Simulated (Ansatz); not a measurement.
# Si360, 360 atoms: how the time falls with more hardware

Wanted: the time that a single point at HSE06 takes for Si360, and how the time changes with the share of the machine.

Program: Ansatz 0.2.0 (single point, HSE06, plane waves PAW). Host: AMD EPYC 7R13 (Zen 3), 96 cores, 96 hardware threads, 1656 GiB, 8 × H100 80GB HBM3, 81559 MiB; it was booked for these runs alone, one at a time. Each run is timed once from launch to exit, start-up included.

## 1. The job

The cell holds 360 atoms in 7259 Å³, 6×6×5 copies of a database cell, with the atoms displaced at random so that no symmetry is left.

## 2. First run

Contents of input.yaml:

```yaml
crystal:
  lattice:
    - [0.000000, 16.331106, 16.331106]
    - [16.331106, 0.000000, 16.331106]
    - [13.609255, 13.609255, 0.000000]
  atoms:
    - { symbol: Si, position: [0.045716, 0.040519, 0.050821] }
    - { symbol: Si, position: [0.000254, 0.001446, -0.002914] }
    - { symbol: Si, position: [0.040948, 0.040365, 0.247767] }
    - { symbol: Si, position: [-0.001461, -0.000888, 0.199404] }
    - { symbol: Si, position: [0.040096, 0.042398, 0.448862] }
    - { symbol: Si, position: [-0.005538, 0.002062, 0.399186] }
    - { symbol: Si, position: [0.040379, 0.042132, 0.650478] }
    - { symbol: Si, position: [0.000091, -0.001480, 0.600398] }
    - { symbol: Si, position: [0.039004, 0.044167, 0.847370] }
    - { symbol: Si, position: [-0.000358, 0.000033, 0.800455] }
    - { symbol: Si, position: [0.041240, 0.209170, 0.042446] }
    - { symbol: Si, position: [-0.000405, 0.166165, -0.001171] }
# [... 344 more atoms ...]
    - { symbol: Si, position: [0.873538, 0.874653, 0.648469] }
    - { symbol: Si, position: [0.833313, 0.831635, 0.600588] }
    - { symbol: Si, position: [0.875986, 0.875782, 0.848838] }
    - { symbol: Si, position: [0.834770, 0.830687, 0.798666] }
kpoints:
  mp_grid: { grid: [1, 1, 1] }
hamiltonian:
  xc: hse06
  pseudopotentials: { azcp: { folder: soft_1 } }
scf:
  occupations: { method: fixed }
output: { forces: true }
```

Run with:

```console
> ansatz run input.yaml --backend cuda --devices 8 --events-out ev --progress --plain --runs-dir out
```

Output:

```text
GPUs: using 8 of 8 available (devices: 8).
exact-exchange builds: shared over 8 devices by band or, of a density-matrix convolution of real orbitals, by slices, where they can be (on pseudopotential files the setup block says how many share them, and nothing where one device makes them), a pool of host
Engine: ansatz 0.2.0, x86_64-unknown-linux-gnu
Pseudopotentials: kind: paw
Pseudopotential: Si, paw, valence charge 4, recommended cutoff 420 eV (normal), <dir>
Functional definition: HSE06
  exchange = pbe_x - a*pbe_x_sr(omega) + a*exact_x_sr(omega)
  correlation = pbe_c
davidson cushion auto → on  (no smearing: the cushion is to keep the highest requested band from converging to the state above it; pin scf.eigensolver.cushion to override)
device memory: the entry about to start is reckoned to put 20.9 GiB on a device that reports 78.6 GiB free
GPU FFT provider: cuFFT
GPU libraries: cuBLAS 13.8.2, cuFFT 12.4.0, cuSOLVER 12.3.4
Crystal: 360 atoms, lattice volume = 7259.313 Å³
Basis set: ecut = 420 eV, 141841 PW (Γ), exchange–correlation on 320×320×270 points (8 copies of the dense FFT grid, shifted against one another)
Bands: 1080, of which v1, the nominal top of the filled ones, is band 720 counted from 1 (719 counted from 0)
Symmetry: 1 space group operations
Space group: P1 (ITA 1), of the structure as read, at distance tolerance 1.9e-4 Å
k-points: 1
Non-local potential: Si, projectors of the file, l = 0: 2, l = 1: 2, l = 2: 1
PAW form: soft (Blöchl's): semilocal exchange-correlation on the pseudo side does not see the compensation charge
PAW frozen core: Si, regenerated for the run's functional, and the local potential with it (the file was generated under x = pbe(κ = 0.804, μ = 0.2195149727645171), c = pbe(β = 0.06672455060314922))
PAW one-centre angular grid: Si, 110 points (default); XC on 64 Gauss nodes
Initial density: superposition of atomic densities (chi_scale 0.1, normalization cell)
Initial wavefunctions: pseudopotential atomic-orbital guess
GPU buffer pool allocated for 3456000 grid points (all kernels)
GPU transforms: local potential and band sums: pruned to the plane-wave sphere, on 160×160×135
Functional: x = pbe(κ = 0.804, μ = 0.2195149727645171), c = pbe(β = 0.06672455060314922), warm-up for x = pbe(κ = 0.804, μ = 0.2195149727645171) + 0.25 (exact − pbe) at short range (hse, ω = 0.20786987370883472 Å⁻¹), c = pbe(β = 0.06672455060314922); HSE06 as
SCF iter   1: F=—  HF=-228905.130235 eV  |F-HF|=—  |Δ(HF+E_count)|=         —  Δρ=4.65e-2  dr2=1.43e2  ethr=1.00e-1  ⟨swp⟩=6.0  Hψ=4410  notcnv=0
preconditioner: auto → none  [insulator: Δε(μ)=0.889 eV  Ē_g=8.013 eV  n_scr=1108 (ndim 8)  ℏωp=16.5 eV  f_vac=0.000]
SCF iter   2: F=—  HF=-228878.012094 eV  |F-HF|=—  |Δ(HF+E_count)|=    2.71e1  Δρ=2.09e-2  dr2=2.61e1  ethr=9.93e-3  ⟨swp⟩=9.0  Hψ=2903  notcnv=0
SCF iter   3: F=—  HF=-228881.828549 eV  |F-HF|=—  |Δ(HF+E_count)|=    3.82e0  Δρ=6.92e-3  dr2=5.86e1  ethr=1.81e-3  ⟨swp⟩=6.0  Hψ=3221  notcnv=0
SCF iter   4: F=—  HF=-228874.724219 eV  |F-HF|=—  |Δ(HF+E_count)|=    7.10e0  Δρ=2.72e-3  dr2=7.08e0  ethr=1.81e-3  ⟨swp⟩=6.0  Hψ=3071  notcnv=0
iter 5 solved again at ethr=4.66e-5 eV; its pass at ethr=4.91e-4 eV (dr2=6.72e-1 eV) is discarded
SCF iter   5: F=—  HF=-228874.276895 eV  |F-HF|=—  |Δ(HF+E_count)|=   4.47e-1  Δρ=1.78e-3  dr2=7.90e-1  ethr=4.66e-5  ⟨swp⟩=5.0  Hψ=5871  notcnv=0
eigensolver tolerance schedule calibrated: the retry pair's looser diagonalisation under-reported the residual by θ = 0.15 (0.15/decade); ethr = c·dr2/N_el runs at the constant in force after the calibration composes with the one it found (an armed cap, an ear
SCF iter   6: F=—  HF=-228874.187660 eV  |F-HF|=—  |Δ(HF+E_count)|=   8.92e-2  Δρ=8.26e-4  dr2=1.58e-1  ethr=2.56e-5  ⟨swp⟩=4.0  Hψ=3028  notcnv=0
SCF iter   7: F=—  HF=-228874.180030 eV  |F-HF|=—  |Δ(HF+E_count)|=   7.63e-3  Δρ=4.09e-4  dr2=3.46e-2  ethr=5.11e-6  ⟨swp⟩=5.0  Hψ=3066  notcnv=0
SCF iter   8: F=—  HF=-228874.180509 eV  |F-HF|=—  |Δ(HF+E_count)|=   4.79e-4  Δρ=2.34e-4  dr2=5.23e-3  ethr=1.12e-6  ⟨swp⟩=6.0  Hψ=2880  notcnv=0
SCF iter   9: F=—  HF=-228874.181797 eV  |F-HF|=—  |Δ(HF+E_count)|=   1.29e-3  Δρ=1.34e-4  dr2=1.27e-3  ethr=1.69e-7  ⟨swp⟩=4.0  Hψ=3138  notcnv=0
SCF iter  10: F=—  HF=-228874.182285 eV  |F-HF|=—  |Δ(HF+E_count)|=   4.88e-4  Δρ=8.91e-5  dr2=7.03e-4  ethr=4.12e-8  ⟨swp⟩=5.0  Hψ=3063  notcnv=0
SCF iter  11: F=—  HF=-228874.182520 eV  |F-HF|=—  |Δ(HF+E_count)|=   2.35e-4  Δρ=5.22e-5  dr2=2.45e-4  ethr=2.28e-8  ⟨swp⟩=6.0  Hψ=2951  notcnv=0  defer=76
SCF iter  12: F=—  HF=-228874.182582 eV  |F-HF|=—  |Δ(HF+E_count)|=   6.22e-5  Δρ=3.39e-5  dr2=7.83e-5  ethr=7.93e-9  ⟨swp⟩=5.0  Hψ=2814  notcnv=0
SCF iter  13: F=-228874.182609 eV  HF=-228874.182613 eV  |F-HF|=3.45e-6  |Δ(HF+E_count)|=   3.09e-5  Δρ=1.55e-5  dr2=1.95e-5  ethr=2.53e-9  ⟨swp⟩=4.0  Hψ=3215  notcnv=0
SCF 1 stopped early in 13 iterations: F = -228874.182609 eV  dr2 = 1.95e-5
device memory: the entry about to start is reckoned to put 29.4 GiB (of the 35.5 GiB reckoned in all, the device holds 6.1 GiB already) on a device that reports 72.5 GiB free
GPU FFT provider: cuFFT
GPU libraries: cuBLAS 13.8.2, cuFFT 12.4.0, cuSOLVER 12.3.4
Initial density: handed on by an earlier stage of this run
Initial wavefunctions: those handed on with the density
GPU buffer pool allocated for 3456000 grid points (all kernels)
GPU transforms: local potential and band sums: pruned to the plane-wave sphere, on 160×160×135
Functional: x = pbe(κ = 0.804, μ = 0.2195149727645171) + 0.25 (exact − pbe) at short range (hse, ω = 0.20786987370883472 Å⁻¹), c = pbe(β = 0.06672455060314922); HSE06 as pw.x's `hse` composes it (authors' and Libxc's form: `xc: wpbeh`)
Exchange kernel: α = 0.2500, screened, ω = 0.2079 Å⁻¹, Wigner–Seitz truncation, v(0) = 1045.4616 eV·Å³, q-mesh 1×1×1, nearest image of the exchange supercell L = 19.25 Å, pair-density grid 80×80×72, without the augmentation charges, whose exchange is taken in
Frozen-core exchange: fock
SCF iter   1: F=—  HF=-229049.436935 eV  |F-HF|=—  |Δ(HF+E_count)|=         —  Δρ=3.19e-3  dr2=5.70e-1  ethr=1.35e-8  ⟨swp⟩=14.0  Hψ=11195  notcnv=0  reapply=1
preconditioner: auto → none  [insulator: Δε(μ)=1.134 eV  Ē_g=9.077 eV  n_scr=1108 (ndim 8)  ℏωp=16.5 eV  f_vac=0.000]
SCF iter   2: F=—  HF=-229049.304345 eV  |F-HF|=—  |Δ(HF+E_count)|=   1.33e-1  Δρ=1.46e-3  dr2=8.59e-1  ethr=1.35e-8  ⟨swp⟩=9.0  Hψ=6478  notcnv=0
SCF iter   3: F=—  HF=-229049.168732 eV  |F-HF|=—  |Δ(HF+E_count)|=   1.36e-1  Δρ=8.76e-4  dr2=2.34e-1  ethr=1.35e-8  ⟨swp⟩=9.0  Hψ=6155  notcnv=0  defer=213
[... 144 lines ...]
  GPUs           using 8 of 8 available (devices: 8)
  precision      basis.precision auto
  lane           unpolarized · gamma_real
  threads        48 (pinned to 48 CPUs, interleave placement)
  calibration    none: no built-in memory-bandwidth figures match this CPU's name
  slots          uncapped (pool width), allotted ahead of the run's memory admissions
  node_pools     8 (8+8+8+8+8+8+8+8; device cut)
  max ram        1457.28 GiB (hard-limit-fraction, f = 0.88, none typed); plans are refused past 1324.80 GiB, but for most of what stands behind finished work (quickstart, "Runs that do not fit in memory")
  max vram       79.18 GiB (total)
  phases
    scf            device
    dense_eigh     device
    exx_build      device
    forces_stress  device
  fallbacks
    force_stress_xc_reevaluation host — on the device where it can take copies there, else on the host; finer_xc_grid_close says which and why
    other_force_stress_terms     host — no device kernel
  kind                      count      payload host-blocked
  setup_upload                  8     17.3 MiB       0.009s
  buffer_upload              9136    15.93 GiB       4.551s
  buffer_download            3185     5.61 GiB      10.200s
  v_eff_upload                  2     52.7 MiB       0.005s
  xc_evaluation               211    934.3 MiB       0.559s
  one_centre_xc                70    153.8 MiB       0.037s
  density_spectrum_g0          35        560 B       0.430s
  residual_readback             3     16.9 KiB       0.003s
  norm_readback              4240     36.3 MiB       8.388s
  ritz_readback               480     18.3 MiB       2.654s
  host_view                    78     1.21 GiB       0.444s
  fock_gather                  18    110.4 MiB       1.153s
  aug_readback                 53     29.4 MiB       0.072s
  total                     17519    24.07 GiB      28.508s
Device↔device copies:
  total                       588   258.56 GiB       1.071s
Peak device memory allocated by the engine, per device (the device's total in use is higher: libraries, any emulation workspace, the driver and other processes add to it):
  device         0  55.27 GiB
  device         1  22.85 GiB
  device         2  22.85 GiB
  device         3  22.85 GiB
  device         4  22.85 GiB
  device         5  22.85 GiB
  device         6  22.85 GiB
  device         7  22.85 GiB
```

Wall time 48 s, CPU time 3.2 min, peak memory 9.9 GiB, 56 GiB on the fullest card, 30 SCF iterations in all (8 GPUs, 48 threads).

Size of the job: 1 k-point, 141841 plane waves, 1080 bands, 1440 valence electrons, 1 symmetry operation.

Where the time went (the program's own counters):

```csv
phase,seconds,share of the wall time
diag,24,50 %
published_bands,7.5,16 %
ace_build,3.6,7 %
potential,1.1,2 %
density,0.56,1 %
```

## 3. On 1 GPU, 48 threads

input.yaml is that of step 2.

Run with:

```console
> ansatz run input.yaml --backend cuda --devices 1 --events-out ev --progress --plain --runs-dir out
```

Output:

```text
GPUs: using 1 of 8 available (devices: 1); idle: GPUs 1, 2, 3, 4, 5, 6, 7 (numbered from 0).
Engine: ansatz 0.2.0, x86_64-unknown-linux-gnu
Pseudopotentials: kind: paw
Pseudopotential: Si, paw, valence charge 4, recommended cutoff 420 eV (normal), <dir>
Functional definition: HSE06
  exchange = pbe_x - a*pbe_x_sr(omega) + a*exact_x_sr(omega)
  correlation = pbe_c
davidson cushion auto → on  (no smearing: the cushion is to keep the highest requested band from converging to the state above it; pin scf.eigensolver.cushion to override)
device memory: the entry about to start is reckoned to put 20.9 GiB on a device that reports 78.6 GiB free
GPU FFT provider: cuFFT
GPU libraries: cuBLAS 13.8.2, cuFFT 12.4.0, cuSOLVER 12.3.4
Crystal: 360 atoms, lattice volume = 7259.313 Å³
Basis set: ecut = 420 eV, 141841 PW (Γ), exchange–correlation on 320×320×270 points (8 copies of the dense FFT grid, shifted against one another)
Bands: 1080, of which v1, the nominal top of the filled ones, is band 720 counted from 1 (719 counted from 0)
Symmetry: 1 space group operations
Space group: P1 (ITA 1), of the structure as read, at distance tolerance 1.9e-4 Å
k-points: 1
Non-local potential: Si, projectors of the file, l = 0: 2, l = 1: 2, l = 2: 1
PAW form: soft (Blöchl's): semilocal exchange-correlation on the pseudo side does not see the compensation charge
PAW frozen core: Si, regenerated for the run's functional, and the local potential with it (the file was generated under x = pbe(κ = 0.804, μ = 0.2195149727645171), c = pbe(β = 0.06672455060314922))
PAW one-centre angular grid: Si, 110 points (default); XC on 64 Gauss nodes
Initial density: superposition of atomic densities (chi_scale 0.1, normalization cell)
Initial wavefunctions: pseudopotential atomic-orbital guess
GPU buffer pool allocated for 3456000 grid points (all kernels)
GPU transforms: local potential and band sums: pruned to the plane-wave sphere, on 160×160×135
Functional: x = pbe(κ = 0.804, μ = 0.2195149727645171), c = pbe(β = 0.06672455060314922), warm-up for x = pbe(κ = 0.804, μ = 0.2195149727645171) + 0.25 (exact − pbe) at short range (hse, ω = 0.20786987370883472 Å⁻¹), c = pbe(β = 0.06672455060314922); HSE06 as
SCF iter   1: F=—  HF=-228905.130235 eV  |F-HF|=—  |Δ(HF+E_count)|=         —  Δρ=4.65e-2  dr2=1.43e2  ethr=1.00e-1  ⟨swp⟩=6.0  Hψ=4410  notcnv=0
preconditioner: auto → none  [insulator: Δε(μ)=0.889 eV  Ē_g=8.013 eV  n_scr=1108 (ndim 8)  ℏωp=16.5 eV  f_vac=0.000]
SCF iter   2: F=—  HF=-228878.012094 eV  |F-HF|=—  |Δ(HF+E_count)|=    2.71e1  Δρ=2.09e-2  dr2=2.61e1  ethr=9.93e-3  ⟨swp⟩=9.0  Hψ=2903  notcnv=0
SCF iter   3: F=—  HF=-228881.828549 eV  |F-HF|=—  |Δ(HF+E_count)|=    3.82e0  Δρ=6.92e-3  dr2=5.86e1  ethr=1.81e-3  ⟨swp⟩=6.0  Hψ=3221  notcnv=0
[... 12 lines left out ...]
SCF 1 stopped early in 13 iterations: F = -228874.182609 eV  dr2 = 1.95e-5
device memory: the entry about to start is reckoned to put 25.7 GiB (of the 31.8 GiB reckoned in all, the device holds 6.1 GiB already) on a device that reports 72.5 GiB free
GPU FFT provider: cuFFT
GPU libraries: cuBLAS 13.8.2, cuFFT 12.4.0, cuSOLVER 12.3.4
Initial density: handed on by an earlier stage of this run
Initial wavefunctions: those handed on with the density
GPU buffer pool allocated for 3456000 grid points (all kernels)
GPU transforms: local potential and band sums: pruned to the plane-wave sphere, on 160×160×135
Functional: x = pbe(κ = 0.804, μ = 0.2195149727645171) + 0.25 (exact − pbe) at short range (hse, ω = 0.20786987370883472 Å⁻¹), c = pbe(β = 0.06672455060314922); HSE06 as pw.x's `hse` composes it (authors' and Libxc's form: `xc: wpbeh`)
[... 1 line left out ...]
Frozen-core exchange: fock
[... 8 lines left out ...]
SCF iter   8: F=—  HF=-229049.721503 eV  |F-HF|=—  |Δ(HF+E_count)|=   3.73e-4  Δρ=4.13e-5  dr2=2.45e-3  ethr=1.35e-8  ⟨swp⟩=5.0  Hψ=3858  notcnv=0
SCF iter   9: F=—  HF=-229049.738300 eV  |F-HF|=—  |Δ(HF+E_count)|=   1.68e-2  Δρ=1.01e-4  dr2=1.20e-3  ethr=1.35e-8  ⟨swp⟩=6.0  Hψ=5054  notcnv=0
SCF iter  10: F=-229049.737890 eV  HF=-229049.738017 eV  |F-HF|=1.28e-4  |Δ(HF+E_count)|=   2.83e-4  Δρ=2.16e-5  dr2=1.90e-4  ethr=1.35e-8  ⟨swp⟩=4.0  Hψ=3384  notcnv=0
SCF 2 stopped early in 10 iterations: F = -229049.737890 eV  dr2 = 1.90e-4
  Residual-converged pass: ⟨swp⟩=4.0  Hψ=3224  notcnv=0  max |occ|·‖R‖ = 5.7e-6 eV (tolerance 6.7e-6 eV)  dr2=1.88e-4  dr2_onsite=4.66e-7  max |Δocc| = 0.0e0
hybrid outer 1: dexx = +6.877e-1 eV, tail = 5.96e-4 eV
GPU FFT provider: cuFFT
[... 105 lines ...]
  atom 250  Si     0.93123230    -0.22791650    -0.15182554
  atom 260  Si     0.20348260    -0.10601576    -1.01414515
  atom 270  Si    -0.49797792    -0.06879645    -0.16675896
  atom 280  Si     0.90693032    -0.50089387     0.18283185
  atom 290  Si     1.47287410    -0.43760154     2.01092481
  max |Σ_I F_I| component: 9.57e-4 eV/Å
--- Band table (eV) ---
  k-point 0: bands = ["-7.4552", "-7.0829", "-7.0708", "-7.0546", "-7.0437", "-7.0150", "-6.9747", "-6.9355", "-6.9290", "-6.8955", "-6.8719", "-6.8132", "-6.8029", "-6.7970", "-6.7890", "-6.4358", "-6.4205", "-6.4181", "-6.4075", "-6.3925", "-6.3728", "-6.234
  guard bands above this table: 359 of the run's 1080 bands. The solve was not asked for them (output.publish_guard_bands: true or output.eigenvalues: true publishes all)
```

Wall time 51 s, CPU time 3 min, peak memory 8.7 GiB, 56 GiB on the fullest card, 30 SCF iterations in all (1 GPU, 48 threads).

## 4. Scaling over GPUs

```csv
GPUs,wall time,speed-up,efficiency,CPU time
1,51 s,1,100 %,3 min
8,48 s,1.1,13 %,3.2 min
```

## 5. What came out

| quantity | value |
| --- | --- |
| reference | 48 s on 8 GPUs, 48 threads |
| fastest over GPUs | 48 s on 8 |
| speed-up from 1 to 8 GPUs | 1.1 (13 % efficient) |

What this shows: Going from 1 to 8 GPUs cuts the time by a factor of 1.1, 13 % of the ideal. In the reference run the eigensolver takes 50 % of the time. The figures hold for this build, input and host.
